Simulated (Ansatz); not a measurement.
# Carbon, simple cubic under BLYP: ground state and equation of state

What does BLYP give for carbon in the simple cubic structure? We relax it, solve it on a dense k-mesh, then scale the cell to 7 volumes from 88 to 112 % of the relaxed one and try a fit of the equation of state. Spin polarisation is left out. The k-meshes are 16×16×16 for the relaxation; 28×28×28 for the dense run; 19×19×19 for the volumes.

Program: Ansatz 0.2.0. Level of theory: DFT BLYP, plane waves (420 eV) with PAW, scalar-relativistic; PAW files made under PBE, frozen cores solved again for the functional. These are calculated values, not measurements.

## Step 1: The starting structure

It takes space group Pm-3m (No. 221, cubic). Conventional cell: a = 1.926 Å, b = 1.926 Å, c = 1.926 Å, α = 90.00°, β = 90.00°, γ = 90.00°. C (site symmetry m-3m) has 6 C at 1.93 Å as nearest neighbours.

Structure file:

```xyz
1
Lattice="1.9261 0.0000 0.0000 0.0000 1.9261 0.0000 0.0000 0.0000 1.9261" Properties=species:S:1:pos:R:3 pbc="T T T"
C     0.0000    0.0000    0.0000
```

## Step 2: Geometry optimisation

File input.yaml:

```yaml
crystal:
  lattice:
    - [1.9260827495, 0.0, 0.0]
    - [0.0, 1.9260827495, 0.0]
    - [0.0, 0.0, 1.9260827495]
  atoms:
    - { symbol: C, position: [0.0, 0.0, 0.0] }
hamiltonian:
  xc: blyp
  pseudopotentials:
    kind: paw
    azcp:
      C: "pseudopotentials/C.paw.azcp"
basis:
  ecutwfc: 420
  fft_grid_basis: typed
kpoints:
  mp_grid: { grid: [16, 16, 16], shift: [0, 0, 0] }
magnetization:
  spin_polarized: false
scf:
  occupations: { method: fermi_dirac, width: 0.1 }
relax:
  max_steps: 60
  f_tol: 0.01
  cell: {}
```

After this run come: The energy on a finer k-mesh; The cell scaled to 88 % of its volume; The cell scaled to 92 % of its volume; The cell scaled to 96 % of its volume; The cell scaled to 100 % of its volume; The cell scaled to 104 % of its volume; The cell scaled to 108 % of its volume; The cell scaled to 112 % of its volume.

What does the calculation give? Wanted: space group; conventional cell; volume; shortest distance; gap on the mesh; relative to graphite; V₀, B₀, B₀′.

**Answer**, as computed:

| quantity | value |
| --- | --- |
| space group (spins left aside) | Pm-3m (No. 221) |
| conventional cell | a = 1.803 Å |
| volume | 5.864 Å³/atom |
| shortest distance | 1.803 Å |
| gap on the mesh | none (levels filled in part) |
| relative to graphite | +3086 meV/atom |
| V₀, B₀, B₀′ | 5.848 Å³/atom, 288 GPa, 4.9 |

In words: From the guessed start the volume shrank by 17.9 % in 8 steps. It lies 3086 meV/atom above the element's reference form at the same level (graphite, from a run of its own). Levels at the Fermi energy are filled in part, as in a metal. The fitted modulus is 288 GPa, among the stiffest elements. Relaxation kept the symmetry; phonons were not checked.
